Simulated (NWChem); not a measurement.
**C2H8GaN (SMILES C[CH2][GaH][NH2]) at 4 levels**

Wanted: a comparison of 4 runs (HF/STO-3G, HF/3-21G, B3LYP/6-31G*) of C2H8GaN. 

Program for the calculation: NWChem 7.3.0.

## 1. The molecule

C2H8GaN has 12 atoms, charge 0, and is taken as a singlet. SMILES: `C[CH2][GaH][NH2]`. The coordinates come from a PBE0-D4/def2-TZVP relaxation. This is one conformer, not always the lowest.

Bond lengths: C1–C2 1.524 Å, C2–Ga3 1.971 Å, Ga3–N4 1.820 Å, C1–H5 1.093 Å, C1–H6 1.093 Å, C1–H7 1.094 Å, C2–H8 1.096 Å, C2–H9 1.096 Å, Ga3–H10 1.566 Å, N4–H11 1.006 Å, N4–H12 1.006 Å. Some angles: C1–C2–Ga3 114.5°, C2–Ga3–N4 116.8°, C1–C2–H8 110.7°, C1–C2–H9 110.6°, Ga3–C2–H8 107.7°, Ga3–C2–H9 107.7°, C2–C1–H5 111.6°, C2–C1–H6 111.6°, C2–C1–H7 112.0°, C2–Ga3–H10 127.4°.

## 2. Energy and gradient at HF/STO-3G (run 1)

File run.py:

```python
from ase import Atoms
from ase.calculators.nwchem import NWChem

mol = Atoms(['C', 'C', 'Ga', 'N', 'H', 'H', 'H', 'H', 'H', 'H', 'H', 'H'], positions=[
    [-1.372400, -0.749900, -0.088200],
    [-0.037600, -1.041400, 0.587900],
    [1.338700, 0.343200, 0.314200],
    [0.871900, 1.775800, -0.707000],
    [-1.262300, -0.650200, -1.171500],
    [-1.814100, 0.181600, 0.276400],
    [-2.103700, -1.544500, 0.089600],
    [-0.171200, -1.170500, 1.667700],
    [0.373800, -1.993900, 0.235700],
    [2.800500, 0.355000, 0.877100],
    [1.486000, 2.543700, -0.917500],
    [-0.032600, 1.896100, -1.130400],
])

calc = NWChem(
    label='nw',
    theory='scf',
    memory='2200 mb',
    basis='STO-3G',
    basispar='spherical bse',
    scf={'nopen': '0', 'rhf': None, 'thresh': '1e-08', 'maxiter': '80'},
)
mol.calc = calc

forces = mol.get_forces()
print(f"energy = {mol.get_potential_energy():.6f} eV")
print("forces (eV/A):")
for s, f in zip(mol.symbols, forces):
    print(f"{s:2s} {f[0]:10.5f} {f[1]:10.5f} {f[2]:10.5f}")
print("dipole (e A):", mol.get_dipole_moment().round(4))
```

Command:

```sh
$ export ASE_NWCHEM_COMMAND="nwchem PREFIX.nwi > PREFIX.nwo"
$ python run.py
```

The program printed:

```text
energy = -55351.016635 eV
forces (eV/A):
C    -1.08171    0.04921   -0.43683
C     2.47834    1.04479    0.33897
Ga    0.17663    3.05483   -1.72125
N     1.68346   -5.22541    3.71725
H     0.01527   -0.05214    0.31074
H     0.15864   -0.26775   -0.06330
H     0.19993    0.17787   -0.02592
H    -0.19402    0.01594   -0.48008
H    -0.39734    0.32468    0.05919
H    -2.79386    0.04926   -1.11797
H     0.23505    0.57382   -0.24472
H    -0.48038    0.25485   -0.33609
dipole (e A): [-0.0131  0.1235 -0.078 ]
```

The calculator wrote nw.nwi:

```
title "nw"

permanent_dir nw

scratch_dir nw

start nw

geometry units angstrom nocenter noautosym noautoz
  C  -1.3724000000000001e+00 -7.4990000000000001e-01 -8.8200000000000001e-02
  C  -3.7600000000000001e-02 -1.0414000000000001e+00 5.8789999999999998e-01
  Ga 1.3387000000000000e+00 3.4320000000000001e-01 3.1419999999999998e-01
  N  8.7190000000000001e-01 1.7758000000000000e+00 -7.0699999999999996e-01
  H  -1.2623000000000000e+00 -6.5020000000000000e-01 -1.1715000000000000e+00
  H  -1.8141000000000000e+00 1.8160000000000001e-01 2.7639999999999998e-01
  H  -2.1036999999999999e+00 -1.5445000000000000e+00 8.9599999999999999e-02
  H  -1.7119999999999999e-01 -1.1705000000000001e+00 1.6677000000000000e+00
  H  3.7380000000000002e-01 -1.9939000000000000e+00 2.3569999999999999e-01
  H  2.8005000000000000e+00 3.5499999999999998e-01 8.7709999999999999e-01
  H  1.4860000000000000e+00 2.5436999999999999e+00 -9.1749999999999998e-01
  H  -3.2599999999999997e-02 1.8960999999999999e+00 -1.1304000000000001e+00
end

memory 2200 mb

basis spherical bse noprint
   * library STO-3G
end

scf
  nopen 0
  rhf
  thresh 1e-08
  maxiter 80
end

task scf gradient
```

nw.nwo:

```text
Northwest Computational Chemistry Package (NWChem) 7.3.0
             --------------------------------------------------------

           Job information
           ---------------

    nwchem branch   = 7.3.0
    use scalapack   = T
    input           = nw.nwi
    prefix          = nw.
    data base       = nw/nw.db
    status          = startup
    nproc           =        1

           Memory information
           ------------------

    heap     =     72089596 doubles =      550.0 Mbytes
    stack    =     72089601 doubles =      550.0 Mbytes
    global   =    144179200 doubles =     1100.0 Mbytes (distinct from heap & stack)
    total    =    288358397 doubles =     2200.0 Mbytes
    verify   = yes
    hardfail = no

[... 142 lines left out ...]
 Convergence threshold     :          1.000E-08
[... 13 lines left out ...]
       Final RHF  results
[... 3 lines left out ...]
      One-electron energy =  -3386.013410031237
[... 1 line left out ...]
 Nuclear repulsion energy =    268.746130404416
[... 47 lines left out ...]
                       ROHF Final Molecular Orbital Analysis
[... 253 lines left out ...]
                         RHF ENERGY GRADIENTS

    atom               coordinates                        gradient
                 x          y          z           x          y          z
   1 C      -2.593460  -1.417106  -0.166674    0.021036  -0.000957   0.008495
   2 C      -0.071054  -1.967961   1.110970   -0.048196  -0.020318  -0.006592
   3 Ga      2.529776   0.648554   0.593752   -0.003435  -0.059407   0.033473
[... 8 lines of this table left out ...]
  12 H      -0.061605   3.583109  -2.136146    0.009342  -0.004956   0.006536

                 ----------------------------------------
                 |  Time  |  1-e(secs)   |  2-e(secs)   |
                 ----------------------------------------
                 |  CPU   |       0.00   |       0.91   |
                 ----------------------------------------
                 |  WALL  |       0.00   |       0.91   |
                 ----------------------------------------

 Task  times  cpu:        7.3s     wall:        7.3s
 Total times  cpu:        7.4s     wall:        7.4s
```

It took 8.7 s on 1 thread of AMD EPYC 9R14 (Zen 4), shared host; peak memory 0.1 GiB.

## 3. Energy and gradient at HF/3-21G (run 2)

File c2h8gan.nw:

```
start c2h8gan
title "C2H8GaN"
memory 2200 mb

geometry units angstrom noautosym nocenter noautoz
   C    -1.372400   -0.749900   -0.088200
   C    -0.037600   -1.041400    0.587900
   Ga    1.338700    0.343200    0.314200
   N     0.871900    1.775800   -0.707000
   H    -1.262300   -0.650200   -1.171500
   H    -1.814100    0.181600    0.276400
   H    -2.103700   -1.544500    0.089600
   H    -0.171200   -1.170500    1.667700
   H     0.373800   -1.993900    0.235700
   H     2.800500    0.355000    0.877100
   H     1.486000    2.543700   -0.917500
   H    -0.032600    1.896100   -1.130400
end

basis spherical bse
   * library 3-21G
end

scf
   thresh 1e-08
   maxiter 80
   print medium
end

task scf gradient
```

Command:

```sh
$ nwchem c2h8gan.nw > c2h8gan.out
```

The program printed:

```text
[...]
  functions       =    65
[...]
  wavefunction    = RHF
[...]
         Total SCF energy =  -2047.974063539321
      One-electron energy =  -3390.976499863659
      Two-electron energy =   1074.256305919921
 Nuclear repulsion energy =    268.746130404417
        Time for solution =      4.0s
[...]
                         RHF ENERGY GRADIENTS
    atom               coordinates                        gradient
                 x          y          z           x          y          z
   1 C      -2.593460  -1.417106  -0.166674    0.015240  -0.001429   0.006568
   2 C      -0.071054  -1.967961   1.110970   -0.015570   0.005483  -0.009083
   3 Ga      2.529776   0.648554   0.593752    0.009688  -0.015831   0.013022
   4 N       1.647652   3.355775  -1.336036   -0.003882   0.010751  -0.007792
   5 H      -2.385401  -1.228700  -2.213814    0.000042   0.000672  -0.005423
   6 H      -3.428152   0.343174   0.522320   -0.002588   0.004632   0.001448
   7 H      -3.975417  -2.918682   0.169319   -0.003906  -0.003787   0.000689
   8 H      -0.323521  -2.211924   3.151496    0.001946   0.000036   0.005202
   9 H       0.706380  -3.767925   0.445408    0.004242  -0.003418  -0.000888
  10 H       5.292178   0.670853   1.657479   -0.004563   0.001720  -0.002783
  11 H       2.808133   4.806896  -1.733824    0.003254   0.002060   0.000062
[...]
```

It took 6.3 s on 1 thread of AMD EPYC 9R14 (Zen 4), shared host; peak memory 0.1 GiB.

## 4. Energy and gradient at B3LYP/6-31G(d) (spherical functions) (run 3)

File test.nw:

```
START test
memory stack 880 mb heap 220 mb global 1100 mb

GEOMETRY noautosym nocenter noautoz
 C     -1.372400    -0.749900    -0.088200
 C     -0.037600    -1.041400     0.587900
 Ga     1.338700     0.343200     0.314200
 N      0.871900     1.775800    -0.707000
 H     -1.262300    -0.650200    -1.171500
 H     -1.814100     0.181600     0.276400
 H     -2.103700    -1.544500     0.089600
 H     -0.171200    -1.170500     1.667700
 H      0.373800    -1.993900     0.235700
 H      2.800500     0.355000     0.877100
 H      1.486000     2.543700    -0.917500
 H     -0.032600     1.896100    -1.130400
END

BASIS "ao basis" spherical bse
 * library 6-31G*
END

DFT
 xc b3lyp
 grid fine
 convergence energy 1e-08
 maxiter 100
 mulliken
 print low
END

TASK dft gradient
```

Command:

```sh
$ nwchem test.nw > test.out
```

The program printed:

```text
[...]
 d= 0,ls=0.0,diis     1  -2060.3438124940 -2.33D+03  1.21D-02  5.09D-01     3.1
[...]
 d= 0,ls=0.0,diis    10  -2060.4100450838 -1.59D-10  2.48D-07  1.32D-09    22.3
         Total DFT energy =    -2060.410045083775
      One electron energy =    -3400.873351939912
           Coulomb energy =     1167.604368312372
    Exchange-Corr. energy =      -95.887191860652
 Nuclear repulsion energy =      268.746130404417
[...]
      Total Density - Mulliken Population Analysis
     ---------------------------------------------
    Atom       Charge   Shell Charges
 -----------   ------   -------------------------------------------------------
    1 C    6     6.44   2.00  0.67  2.12  0.63  0.99  0.04
    2 C    6     6.35   2.00  0.67  2.09  0.58  0.99  0.03
    3 Ga  31    30.84   2.00  2.00  6.00  2.00  5.99  1.15  1.43  0.02  0.13  6.80  2.93  0.40
    4 N    7     7.80   2.00  0.77  2.51  0.81  1.69  0.02
    5 H    1     0.85   0.53  0.32
    6 H    1     0.85   0.53  0.32
    7 H    1     0.86   0.53  0.33
    8 H    1     0.85   0.52  0.32
    9 H    1     0.85   0.52  0.32
   10 H    1     0.97   0.48  0.49
[...]
                         DFT ENERGY GRADIENTS
    atom               coordinates                        gradient
                 x          y          z           x          y          z
   1 C      -2.593460  -1.417106  -0.166674    0.003238  -0.000740   0.001590
   2 C      -0.071054  -1.967961   1.110970   -0.001403   0.003278  -0.002427
   3 Ga      2.529776   0.648554   0.593752   -0.001835   0.001981  -0.001868
   4 N       1.647652   3.355775  -1.336036   -0.000264  -0.001267   0.000638
   5 H      -2.385401  -1.228700  -2.213814   -0.000099  -0.000045   0.002363
   6 H      -3.428152   0.343174   0.522320    0.001100  -0.001863  -0.000831
   7 H      -3.975417  -2.918682   0.169319    0.001852   0.001915  -0.000385
   8 H      -0.323521  -2.211924   3.151496    0.000230  -0.000250  -0.001975
   9 H       0.706380  -3.767925   0.445408   -0.000923   0.001492   0.001005
  10 H       5.292178   0.670853   1.657479   -0.002984  -0.000413  -0.000920
  11 H       2.808133   4.806896  -1.733824   -0.003717  -0.003909   0.000845
[...]
```

Wall time 31 s (1 thread of AMD EPYC 9R14 (Zen 4), shared host); peak memory 0.13 GiB.

## 5. Energy and forces at B3LYP/6-31G(d) (Cartesian functions) (run 4)

File c2h8gan.nw:

```
start c2h8gan
memory total 2200 mb
geometry units angstrom noautosym nocenter noautoz
  C     -1.372400    -0.749900    -0.088200
  C     -0.037600    -1.041400     0.587900
  Ga     1.338700     0.343200     0.314200
  N      0.871900     1.775800    -0.707000
  H     -1.262300    -0.650200    -1.171500
  H     -1.814100     0.181600     0.276400
  H     -2.103700    -1.544500     0.089600
  H     -0.171200    -1.170500     1.667700
  H      0.373800    -1.993900     0.235700
  H      2.800500     0.355000     0.877100
  H      1.486000     2.543700    -0.917500
  H     -0.032600     1.896100    -1.130400
end
basis
  * library 6-31G*
end
dft
  xc b3lyp
  grid fine
  convergence energy 1e-08
  iterations 100
  mulliken
end
task dft gradient
```

Command:

```sh
$ nwchem c2h8gan.nw > c2h8gan.out
```

The program printed:

```text
[...]
          Wavefunction type:  closed shell.
          No. of atoms     :    12
          No. of electrons :    58
[...]
          Charge           :     0
          Spin multiplicity:     1
[...]
          AO basis - number of functions:    96
[...]
              XC Information
              --------------
                         B3LYP Method XC Potential
                     Hartree-Fock (Exact) Exchange  0.200
                        Slater Exchange Functional  0.800 local
                    Becke 1988 Exchange Functional  0.720 non-local
              Lee-Yang-Parr Correlation Functional  0.810
                  VWN I RPA Correlation Functional  0.190 local
[...]
 d= 0,ls=0.0,diis     1  -2060.3487497939 -2.33D+03  1.21D-02  1.11D+00     3.1
[...]
 d= 0,ls=0.0,diis    10  -2060.4179293650 -1.17D-09  2.86D-07  2.17D-09    23.3
         Total DFT energy =    -2060.417929364953
      One electron energy =    -3400.927052532512
           Coulomb energy =     1167.616445352002
    Exchange-Corr. energy =      -95.853452588859
 Nuclear repulsion energy =      268.746130404417
[...]
  wavefunction    = closed shell
                         DFT ENERGY GRADIENTS
    atom               coordinates                        gradient
                 x          y          z           x          y          z
   1 C      -2.593460  -1.417106  -0.166674    0.003195  -0.000614   0.001501
   2 C      -0.071054  -1.967961   1.110970   -0.001957   0.002719  -0.002317
   3 Ga      2.529776   0.648554   0.593752   -0.002078   0.001521  -0.001693
   4 N       1.647652   3.355775  -1.336036   -0.000656  -0.000300  -0.000083
   5 H      -2.385401  -1.228700  -2.213814   -0.000050  -0.000027   0.002340
   6 H      -3.428152   0.343174   0.522320    0.001133  -0.001821  -0.000812
   7 H      -3.975417  -2.918682   0.169319    0.001820   0.001864  -0.000367
   8 H      -0.323521  -2.211924   3.151496    0.000305  -0.000128  -0.001961
   9 H       0.706380  -3.767925   0.445408   -0.000819   0.001571   0.000943
  10 H       5.292178   0.670853   1.657479   -0.002075  -0.000296  -0.000634
  11 H       2.808133   4.806896  -1.733824   -0.003491  -0.004061   0.001023
[...]
```

Wall time 32 s (1 thread of AMD EPYC 9R14 (Zen 4), shared host); peak memory 0.13 GiB.

## 6. All runs side by side

| run | level | iteration cap | module | energy (Eh) | dipole moment (D) | HOMO energy (eV) | LUMO energy (eV) | wall time |
| --- | --- | --- | --- | --- | --- | --- | --- | --- |
| 1 | HF/STO-3G | 80 | scf | -2034.112360 | 0.70 | -6.85 | 6.24 | 8.7 s |
| 2 | HF/3-21G | 80 | scf | -2047.974064 | 0.78 | -10.13 | 2.69 | 6.3 s |
| 3 | B3LYP/6-31G* (spherical functions) | 100 | dft | -2060.410045 | – | – | – | 31 s |
| 4 | B3LYP/6-31G* (Cartesian functions) | 100 | dft | -2060.417929 | 0.98 | -6.65 | -0.36 | 32 s |

## 7. Summary of results

```
                       quantity           value
            run 4: total energy  -2060.41793 Eh
           run 4: dipole moment          0.98 D
             run 4: HOMO energy        -6.65 eV
             run 4: LUMO energy        -0.36 eV
           run 4: HOMO–LUMO gap         6.29 eV
run 4: largest force on an atom      0.280 eV/Å
```

Over runs 1, 2, 4 the dipole moment (its size) runs from 0.70 D (HF/STO-3G) to 0.98 D (B3LYP/6-31G*). The two ends differ in method and basis. Over runs 1, 2, 4 the HOMO–LUMO gap runs from 6.29 eV (B3LYP/6-31G*) to 13.10 eV (HF/STO-3G). In run 1 the basis is minimal, so the values are rough. All runs together took 78 s, the longest 32 s.
